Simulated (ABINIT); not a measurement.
# MgB (Pm-3m) in ABINIT: further runs

The runs below take MgB through single point, with PBEsol, RPBE, LDA, PBE+D3(BJ).

All numbers are computed with ABINIT 10.8.3 (patched build); they aren't measurements. Logs are shortened: lines on timing, memory, paths and dates and some standing lists are left out, and cuts for length are marked. The log counts tension as positive stress, the text compression.

## (1) Starting point

Symmetry: Pm-3m, No. 221, cubic system. Conventional cell: a = 2.895 Å, b = 2.895 Å, c = 2.895 Å, α = 90.00°, β = 90.00°, γ = 90.00°. Mg (site symmetry m-3m) is surrounded by 8 B at 2.51 Å. B (site symmetry m-3m) is surrounded by 8 Mg at 2.51 Å.

The cell was built by a generator and needn't be a form met in nature.

## (2) Single point, PBEsol

Contents of run.abi:

```
pp_dirpath "./"
pseudos "Mg.GGA_PBE-JTH.xml, B.GGA_PBE-JTH.xml"

acell 3*1.0 Angstrom
rprim
     2.8951500000     0.0000000000     0.0000000000
     0.0000000000     2.8951500000     0.0000000000
     0.0000000000     0.0000000000     2.8951500000
ntypat 2
znucl 12 5
natom 2
typat 1 2
xred
     0.0000000000     0.0000000000     0.0000000000
     0.5000000000     0.5000000000     0.5000000000

ecut 14.0
pawecutdg 28.0
pawxcdev 0

kptopt 1
ngkpt 7 7 7
nshiftk 1
shiftk 0.0 0.0 0.0

ixc -116133

nband 11
occopt 3
tsmear 0.05 eV

nstep 100
tolvrs 1.0e-9

iomode 3
prtwf 0
prtden 0
prteig 0
prtebands 0
```

Potentials or basis: JTH PAW PBE v2.0.

Run with:

```
> abinit run.abi > log 2>&1
```

run.abo:

```text
.Version 10.8.3 of ABINIT
 Symmetries : space group Pm -3 m (#221); Bravais cP (primitive cubic)
================================================================================
 Values of the parameters that define the memory need of the present run
     intxc =       0    ionmov =       0      iscf =      17    lmnmax =       8
     lnmax =       4     mgfft =      20  mpssoang =       2    mqgrid =    3001
     natom =       2  nloc_mem =       2    nspden =       1   nspinor =       1
    nsppol =       1      nsym =      48    n1xccc =       1    ntypat =       2
    occopt =       3   xclevel =       2
       mpw =         421          nfft =        8000          nkpt =          20
 PAW method is used; the additional fine FFT grid is defined by:
   mgfftf=        30    nfftf =     27000
================================================================================
================================================================================

--------------------------------------------------------------------------------
------------- Echo of variables that govern the present computation ------------
--------------------------------------------------------------------------------
 -outvars: echo values of preprocessed input variables --------
            acell      1.8897261259E+00  1.8897261259E+00  1.8897261259E+00 Bohr
              amu      2.43050000E+01  1.08110000E+01
             ecut      1.40000000E+01 Hartree
              ixc     -116133
         kptrlatt        7    0    0      0    7    0      0    0    7
          kptrlen      3.82972842E+01
            natom           2
            nband          11
            ngfft          20      20      20
          ngfftdg          30      30      30
             nkpt          20
            nstep         100
             nsym          48
           ntypat           2
           occopt           3
        pawecutdg      2.80000000E+01 Hartree
         pawxcdev           0
           prtden           0
        prtebands           0
           prteig           0
            prtwf           0
            rprim      2.8951500000E+00  0.0000000000E+00  0.0000000000E+00
                       0.0000000000E+00  2.8951500000E+00  0.0000000000E+00
                       0.0000000000E+00  0.0000000000E+00  2.8951500000E+00
          spgroup         221
           tolvrs      1.00000000E-09
           tsmear      1.83746611E-03 Hartree
            typat      1  2
           useylm           1
           xangst      0.0000000000E+00  0.0000000000E+00  0.0000000000E+00
                       1.4475750000E+00  1.4475750000E+00  1.4475750000E+00
            xcart      0.0000000000E+00  0.0000000000E+00  0.0000000000E+00
                       2.7355202967E+00  2.7355202967E+00  2.7355202967E+00
             xred      0.0000000000E+00  0.0000000000E+00  0.0000000000E+00
                       5.0000000000E-01  5.0000000000E-01  5.0000000000E-01
            znucl       12.00000    5.00000

================================================================================

 chkinp: Checking input parameters for consistency.

[... 126 lines left out ...]
    1      0.00000000000000     0.00000000000000     0.00000000000000
    2      1.44757500000000     1.44757500000000     1.44757500000000

 cartesian forces (hartree/bohr) at end:
    1     -0.00000000000000    -0.00000000000000    -0.00000000000000
    2     -0.00000000000000    -0.00000000000000    -0.00000000000000
 frms,max,avg= 0.0000000E+00 0.0000000E+00   0.000E+00  0.000E+00  0.000E+00 h/b

 cartesian forces (eV/Angstrom) at end:
    1     -0.00000000000000    -0.00000000000000    -0.00000000000000
    2     -0.00000000000000    -0.00000000000000    -0.00000000000000
 frms,max,avg= 0.0000000E+00 0.0000000E+00   0.000E+00  0.000E+00  0.000E+00 e/A
 length scales=  1.889726125908  1.889726125908  1.889726125908 bohr
              =  1.000000000000  1.000000000000  1.000000000000 angstroms
 Fermi (or HOMO) energy (hartree) =   0.23006   Average Vxc (hartree)=  -0.37704
 Eigenvalues (hartree) for nkpt=  20  k points:
 kpt#   1, nband= 11, wtk=  0.00292, kpt=  0.0000  0.0000  0.0000 (reduced coord)
  -2.51201   -1.29616   -1.29616   -1.29616   -0.15995    0.32804    0.32804    0.32804
   0.49093    0.49093    0.56576
      occupation numbers for kpt#   1
   2.00000    2.00000    2.00000    2.00000    2.00000    0.00000    0.00000    0.00000
   0.00000    0.00000    0.00000
 prteigrs : prtvol=0 or 1, do not print more k-points.

--- !EnergyTerms
iteration_state     : {dtset: 1, }
comment             : Components of total free energy in Hartree
kinetic             :  5.04068634766288E+00
hartree             :  1.41399744873995E+01
xc                  : -2.29272785257910E+00
Ewald energy        : -3.26612074396565E+01
psp_core            :  1.25387915922225E+00
local_psp           : -4.29775408286525E+01
PAW spherical_terms : -8.73505151626950E+00
internal            : -6.62319876428730E+01
'-kT*entropy'       : -1.99656241525046E-04
total_energy        : -6.62321872991145E+01
total_energy_eV     : -1.80226963051236E+03
...

--- !EnergyTermsDC
iteration_state     : {dtset: 1, }
comment             : '"Double-counting" decomposition of free energy'
band_energy         : -1.24145277124733E+01
Ewald energy        : -3.26612074396565E+01
psp_core            :  1.25387915922225E+00
xc_dc               : -1.35030728238820E+01
PAW spherical_terms : -8.90707703193883E+00
internal            : -6.62320058487284E+01
'-kT*entropy'       : -1.99656241525046E-04
total_energy_dc     : -6.62322055049699E+01
total_energy_dc_eV  : -1.80227012591893E+03
...

--- !EnergyTermsWithPAWCore
iteration_state     : {dtset: 1, }
comment             : 'Components of total free energy, including PAW core contributions'
Total energy        : -2.24571753930386E+02
Total energy DC     : -2.24571772136241E+02
Total energy (eV)   : -6.11090873613713E+03
Total energy DC (eV): -6.11090923154369E+03
...

 Cartesian components of stress tensor (hartree/bohr^3)
  sigma(1 1)=  6.53030308E-05  sigma(3 2)=  0.00000000E+00
  sigma(2 2)=  6.53030308E-05  sigma(3 1)=  0.00000000E+00
  sigma(3 3)=  6.53030308E-05  sigma(2 1)=  0.00000000E+00

-Cartesian components of stress tensor (GPa)         [Pressure= -1.9213E+00 GPa]
- sigma(1 1)=  1.92128150E+00  sigma(3 2)=  0.00000000E+00
- sigma(2 2)=  1.92128150E+00  sigma(3 1)=  0.00000000E+00
- sigma(3 3)=  1.92128150E+00  sigma(2 1)=  0.00000000E+00

== END DATASET(S) ==============================================================
================================================================================

 -outvars: echo values of variables after computation  --------
            acell      1.8897261259E+00  1.8897261259E+00  1.8897261259E+00 Bohr
           etotal     -6.6232205505E+01
            fcart     -0.0000000000E+00 -0.0000000000E+00 -0.0000000000E+00
                      -0.0000000000E+00 -0.0000000000E+00 -0.0000000000E+00
            rprim      2.8951500000E+00  0.0000000000E+00  0.0000000000E+00
                       0.0000000000E+00  2.8951500000E+00  0.0000000000E+00
                       0.0000000000E+00  0.0000000000E+00  2.8951500000E+00
           strten      6.5303030789E-05  6.5303030789E-05  6.5303030789E-05
                       0.0000000000E+00  0.0000000000E+00  0.0000000000E+00
           xangst      0.0000000000E+00  0.0000000000E+00  0.0000000000E+00
                       1.4475750000E+00  1.4475750000E+00  1.4475750000E+00
             xred      0.0000000000E+00  0.0000000000E+00  0.0000000000E+00
                       5.0000000000E-01  5.0000000000E-01  5.0000000000E-01
 Calculation completed.
```

Run time: 4.1 s. Hardware: 1 thread of Intel Xeon 6975P-C (Granite Rapids), shared host; peak memory 0.08 GiB.

Results:

* Free energy: -1802.2701 eV
* Band gap on the k mesh: none (metal or under the smearing width)
* Valence electrons inside the program's atomic spheres: Mg 8.27; B 1.49

Levels at points of the mesh, in eV from the Fermi level:
```tsv
k point	band 4	band 5	band 6	band 7	band 8	band 9
(0.00, 0.00, 0.00)	-41.53	-10.61	2.67	2.67	2.67	7.10
```

Caveat: the cutoff is too short for stress, so the log's stress isn't used; the PAW data sets were made with another functional, which shifts forces and pressure a little.

## (3) Single point, PBEsol

Contents of run.abi:

```
# Pseudopotentials
pp_dirpath "./"
pseudos "Mg.upf, B.upf"

# Structure
acell 2.89515 2.89515 2.89515 Angstrom
rprim
     1.0000000000     0.0000000000     0.0000000000
     0.0000000000     1.0000000000     0.0000000000
     0.0000000000     0.0000000000     1.0000000000
ntypat 2
znucl 12 5
natom 2
typat 1 2
xred
     0.0000000000     0.0000000000     0.0000000000
     0.5000000000     0.5000000000     0.5000000000

# Plane-wave basis
ecut 1034.032677 eV

# k points
kptopt 1
ngkpt 7 7 7
nshiftk 1
shiftk 0.0 0.0 0.0

# Exchange and correlation
ixc -116133

# Bands and occupations
nband 11
occopt 3
tsmear 0.05 eV

# SCF cycle
nstep 100
tolvrs 1.0e-10

# Output
iomode 3
prtwf 0
prtden 0
prteig 0
prtebands 0
enunit 1
```

Potentials or basis: PseudoDojo NC SR PBEsol v0.4.1 standard.

Run with:

```
> abinit run.abi > log 2>&1
```

Wall time 5.2 s (1 thread of Intel Xeon 6975P-C (Granite Rapids), shared host); peak memory 0.1 GiB.

The run converged. Its results:

```yaml
Free_energy: -1692.0861 eV
Pressure: -1.9 GPa
Band_gap_on_the_k_mesh: none (metal or under the smearing width)
Valence_electrons_inside_the_program's_atomic_spheres: Mg 8.37; B 2.08
```

Levels at points of the mesh, in eV from the Fermi level:
```tsv
k point	band 2	band 3	band 4	band 5	band 6	band 7	band 8	band 9	band 10	band 11
(0.00, 0.00, 0.00)	-41.75	-41.75	-41.75	-10.63	2.65	2.65	2.65	7.15	7.15	9.10
```

## (4) Single point, RPBE

run.abi: that of step 3 with these lines changed.

```diff
@@ -2,3 +2,3 @@
 pp_dirpath "./"
-pseudos "Mg.upf, B.upf"
+pseudos "Mg_ONCV_PBE-1.2.upf, B_ONCV_PBE-1.2.upf"
 
@@ -19,3 +19,3 @@
 # Plane-wave basis
-ecut 1034.032677 eV
+ecut 32.0
 
@@ -28,3 +28,3 @@
 # Exchange and correlation
-ixc -116133
+ixc 15
 
@@ -33,3 +33,3 @@
 occopt 3
-tsmear 0.05 eV
+tsmear 0.00183747
 
@@ -45,2 +45,2 @@
 prtebands 0
-enunit 1
+enunit 2
```

Potentials or basis: SG15 NC PBE v1.2.

Run with:

```
> abinit run.abi > log 2>&1
```

Wall time 3.9 s (1 thread of Intel Xeon 6975P-C (Granite Rapids), shared host); peak memory 0.1 GiB.

Results (log left out):

- Free energy: -1555.1290 eV
- Pressure: 2.8 GPa
- Band gap on the k mesh: none (metal or under the smearing width)
- Valence electrons inside the program's atomic spheres: Mg 8.35; B 2.11

Levels at points of the mesh, in eV from the Fermi level:
```csv
k point,band 2,band 3,band 4,band 5,band 6,band 7,band 8,band 9,band 10,band 11
"(0.00, 0.00, 0.00)",-42.11,-42.11,-42.11,-10.58,2.65,2.65,2.65,7.26,7.26,9.24
```

Caveat: the potentials were made for another functional, which shifts forces and pressure.

## (5) Single point, LDA

Contents of run.abi:

```
# Pseudopotentials
pp_dirpath "./"
pseudos "Mg.upf, B.upf"

# Structure
acell 3*1.0 Angstrom
rprim
     2.8951500000     0.0000000000     0.0000000000
     0.0000000000     2.8951500000     0.0000000000
     0.0000000000     0.0000000000     2.8951500000
ntypat 2
znucl 12 5
natom 2
typat 1 2
xred
     0.0000000000     0.0000000000     0.0000000000
     0.5000000000     0.5000000000     0.5000000000

# Plane-wave basis
ecut 42.0

# k points
kptopt 1
ngkpt 7 7 7
nshiftk 1
shiftk 0.0 0.0 0.0

# Exchange and correlation
ixc 7

# Bands and occupations
nband 11
occopt 3
tsmear 0.05 eV

# SCF cycle
nstep 100
tolvrs 1.0e-10

# Output
iomode 3
prtwf 0
prtden 0
prteig 0
prtebands 0
```

Potentials or basis: PseudoDojo NC SR LDA v0.4 stringent.

Run with:

```
> abinit run.abi > log 2>&1
```

run.abo:

```text
.Version 10.8.3 of ABINIT
 Symmetries : space group Pm -3 m (#221); Bravais cP (primitive cubic)
================================================================================
 Values of the parameters that define the memory need of the present run
     intxc =       0    ionmov =       0      iscf =       7    lmnmax =       4
     lnmax =       4     mgfft =      32  mpssoang =       2    mqgrid =    3001
     natom =       2  nloc_mem =       1    nspden =       1   nspinor =       1
    nsppol =       1      nsym =      48    n1xccc =    2501    ntypat =       2
    occopt =       3   xclevel =       1
       mpw =        2158          nfft =       32768          nkpt =          20
================================================================================
================================================================================

--------------------------------------------------------------------------------
------------- Echo of variables that govern the present computation ------------
[... 195 lines left out ...]
- sigma(2 2)=  4.34175606E+00  sigma(3 1)=  0.00000000E+00
- sigma(3 3)=  4.34175606E+00  sigma(2 1)=  0.00000000E+00

== END DATASET(S) ==============================================================
================================================================================

 -outvars: echo values of variables after computation  --------
            acell      1.8897261259E+00  1.8897261259E+00  1.8897261259E+00 Bohr
           etotal     -6.2177003966E+01
            fcart     -0.0000000000E+00 -0.0000000000E+00 -0.0000000000E+00
                      -0.0000000000E+00 -0.0000000000E+00 -0.0000000000E+00
            rprim      2.8951500000E+00  0.0000000000E+00  0.0000000000E+00
                       0.0000000000E+00  2.8951500000E+00  0.0000000000E+00
                       0.0000000000E+00  0.0000000000E+00  2.8951500000E+00
           strten      1.4757328911E-04  1.4757328911E-04  1.4757328911E-04
                       0.0000000000E+00  0.0000000000E+00  0.0000000000E+00
           xangst      0.0000000000E+00  0.0000000000E+00  0.0000000000E+00
                       1.4475750000E+00  1.4475750000E+00  1.4475750000E+00
             xred      0.0000000000E+00  0.0000000000E+00  0.0000000000E+00
                       5.0000000000E-01  5.0000000000E-01  5.0000000000E-01
 Calculation completed.
```

Run time: 5.6 s. Hardware: 1 thread of Intel Xeon 6975P-C (Granite Rapids), shared host; peak memory 0.06 GiB.

Results:

```
Free energy                                           : -1691.9225 eV
Pressure                                              : -4.3 GPa
Band gap on the k mesh                                : none (metal or under the smearing width)
Valence electrons inside the program's atomic spheres : Mg 8.37; B 2.09
```

## (6) Single point, PBE+D3(BJ) (cell squeezed)

Contents of run.abi:

```
pp_dirpath "./"
pseudos "Mg.upf, B.upf"

acell 3*1.0
rprim
     5.3210729453     0.0000000000     0.0000000000
     0.0000000000     5.3210729453     0.0000000000
     0.0000000000     0.0000000000     5.3210729453
ntypat 2
znucl 12 5
natom 2
typat 1 2
xred
     0.0000000000     0.0000000000     0.0000000000
     0.5000000000     0.5000000000     0.5000000000
chkprim 0
chksymtnons 0
tolsym 1.0e-6

ecut 40.0

kptopt 1
ngkpt 7 7 7
nshiftk 1
shiftk 0.0 0.0 0.0

ixc 11
vdw_xc 7

nband 11
occopt 3
tsmear 0.00183747

nstep 100
tolvrs 1.0e-10

iomode 3
prtwf 0
prtden 0
prteig 0
prtebands 0
enunit 1
```

Potentials or basis: PseudoDojo NC SR PBE v0.4.1 standard.

Run with:

```
> abinit run.abi > log 2>&1
```

Wall time 5.4 s (1 thread of Intel Xeon 6975P-C (Granite Rapids), shared host); peak memory 0.06 GiB.

The run converged. Its results:

- Free energy: -1695.2421 eV
- Pressure: 4.0 GPa
- Band gap on the k mesh: none (metal or under the smearing width)
- Valence electrons inside the program's atomic spheres: Mg 8.40; B 2.15

Levels at points of the mesh, in eV from the Fermi level:
| k point | band 4 | band 5 | band 6 | band 7 | band 8 | band 9 |
| --- | --- | --- | --- | --- | --- | --- |
| (0.00, 0.00, 0.00) | -41.72 | -11.08 | 2.87 | 2.87 | 2.87 | 7.42 |

Caveat: pairwise dispersion overbinds metals, which lowers pressure and volume.

## (7) Overview

| level | potentials or basis | cell | cutoff (eV) | fine-grid cutoff | gap on the mesh (eV) | pressure (GPa) |
| --- | --- | --- | --- | --- | --- | --- |
| PBEsol | JTH PAW PBE v2.0 | as given | 381 | 761.919 eV | none | - |
| PBEsol | PseudoDojo NC SR PBEsol v0.4.1 standard | as given | 1034 | - | none | -1.9 |
| RPBE | SG15 NC PBE v1.2 | as given | 871 | - | none | 2.8 |
| LDA | PseudoDojo NC SR LDA v0.4 stringent | as given | 1143 | - | none | -4.3 |
| PBE+D3(BJ) | PseudoDojo NC SR PBE v0.4.1 standard | cell squeezed | 1088 | - | none | 4.0 |

Alike in all rows: task single point; no spin polarisation; k mesh 7 × 7 × 7; smearing fermi-dirac 0.05 eV.

Caveats: the PAW data sets were made with another functional, which shifts forces and pressure a little (some runs); the potentials were made for another functional, which shifts forces and pressure (some runs); pairwise dispersion overbinds metals, which lowers pressure and volume (some runs).

Absolute energies hang on the potentials; compare differences alone.
